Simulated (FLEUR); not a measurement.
# HfMoC2: single point with PBEsol+U

HfMoC2:

```xyz
4
Lattice="3.1914 0.0000 0.0000 0.0000 3.1914 0.0000 0.0000 0.0000 4.4852" Properties=species:S:1:pos:R:3 pbc="T T T"
Hf    0.0000    0.0000    0.0000
Mo    1.5957    1.5957    2.2426
C     1.5957    1.5957    0.0000
C     0.0000    0.0000    2.2426
```

The cell comes from a database or a generator and needn't be the stable form of this composition.

```json
{"Program": "FLEUR MaX-R8.1 (later development tree)", "Task": "single point", "Functional": "PBEsol", "Potentials or basis": "all-electron", "Basis": "FLAPW", "Kmax": "4.83 1/bohr", "k mesh": "6 × 6 × 5", "Occupations": "fermi-dirac, width 0.05 eV", "Spin": "no spin polarisation", "Hubbard terms": "Mo d U = 3 eV"}
```

| Quantity | Value |
| --- | --- |
| Band gap on the k mesh | none (metal or under the smearing width) |
| Valence electrons inside the program's atomic spheres | Hf 23.68; Mo 11.82; C 2.38, 2.34 (radii Hf 2.4, Mo 2.4, C 1.49 bohr) |

Levels at points of the mesh, in eV from the Fermi level:
| k point | band 22 | band 23 | band 24 | band 25 | band 26 | band 27 |
| --- | --- | --- | --- | --- | --- | --- |
| (0.00, 0.00, 0.00) | -1.34 | -1.34 | -0.45 | -0.42 | 0.04 | 0.11 |
| (0.00, 0.50, 0.00) | -3.91 | -3.74 | -0.45 | 1.07 | 2.16 | 3.13 |
| (0.50, 0.50, 0.00) | -1.31 | -1.10 | -1.10 | -1.05 | 1.17 | 1.55 |

Eigenvalues of the final occupation matrices:
```csv
site,spin,trace,eigenvalues
atom type 2,1,3.32,0.55 0.62 0.67 0.74 0.74
```

Core levels (eV from the Fermi level):
```tsv
atom	levels
1 Hf	1s1/2 -65171.7, 2s1/2 -11134.4, 2p1/2 -10634.1, 2p3/2 -9442.8, 3s1/2 -2532.6, 3p1/2 -2310.9, 3p3/2 -2055.6, 4s1/2 -505.6, 3d3/2 -1680.4, 3d5/2 -1624.7, 4p1/2 -414.9, 4p3/2 -356.3, 4d3/2 -207.2, 4d5/2 -196.4
2 Mo	1s1/2 -19799.2, 2s1/2 -2794.9, 2p1/2 -2571.5, 2p3/2 -2465.0, 3s1/2 -474.3, 3p1/2 -389.3, 3p3/2 -371.7, 3d3/2 -221.4, 3d5/2 -218.1
3 C	1s1/2 -264.1
4 C	1s1/2 -264.8
```

It took 3.2 min on 1 thread of Arm Neoverse V2, with other jobs on the host, peak memory 0.1 GiB.

Caveat: U without spin polarisation on a metal has little footing; the U is typed as a test and isn't derived for this compound. Spin-orbit coupling is left out, which matters for the levels of Hf.
